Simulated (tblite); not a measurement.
# C7H15GeN: the cost of one run

The runs use tblite 0.8.0 and PySCF 2.14.0, with density-fitted response routines of our own; the level of theory stands in each step. All values are computed, except where a source is named. Atoms count from 0, in the outputs and in this text.

## (1) Starting geometry

24 atoms, charge 0, multiplicity 1; geometry from: force field or distance geometry start.

Bonds of the start (Å): C0–N1 1.41, N1–C2 1.26, C2–Ge3 1.91, Ge3–C4 1.92, C4–C5 1.54, C5–C6 1.48, C6–C7 1.50, C7–C8 1.49, C8–Ge3 1.95, C0–H9 1.11, C0–H10 1.11, C0–H11 1.11, C2–H12 1.10, Ge3–H13 1.55, C4–H14 1.10, C4–H15 1.11, C5–H16 1.12, C5–H17 1.08, C6–H18 1.09, C6–H19 1.12, C7–H20 1.13, C7–H21 1.12, C8–H22 1.10, C8–H23 1.12.

## (2) Relaxing the molecule with GFN2-xTB

What the job is given:

```
{"job": {"kind": "relax", "xc": "GFN2-xTB", "basis": "xTB"}, "charge": 0, "multiplicity": 1}
C      3.293300     0.265400    -0.909700
N      3.116400    -0.987900    -0.282200
C      2.101600    -1.307900     0.395100
Ge     0.602300    -0.147900     0.643400
C     -0.091300     0.591600    -0.988600
C     -1.530800     0.999900    -0.645200
C     -2.293800    -0.248100    -0.400500
C     -2.180900    -0.811900     0.987000
C     -0.819800    -1.259000     1.392000
H      3.176300     0.101300    -2.002300
H      4.316300     0.690700    -0.799100
H      2.601900     1.049200    -0.534700
H      2.063100    -2.310300     0.855700
H      0.878700     0.952500     1.694300
H      0.382600     1.532000    -1.316400
H     -0.059800    -0.222900    -1.735500
H     -1.411500     1.565400     0.319300
H     -1.907500     1.654700    -1.413100
H     -2.086200    -0.966100    -1.196800
H     -3.375400     0.030100    -0.528100
H     -2.857000    -1.722200     1.022800
H     -2.594200    -0.140400     1.781200
H     -0.566700    -2.307900     1.163100
H     -0.769400    -1.147100     2.505900
```

The run is started by

```console
OMP_NUM_THREADS=1 python probes_run.py task.json out
```

This one command runs all jobs of the session in turn.

Q: Estimate the wall time and peak memory of this first job on 1 thread of Arm Neoverse N1, shared host.

About 2.8 s, with a peak of 0.18 GiB.
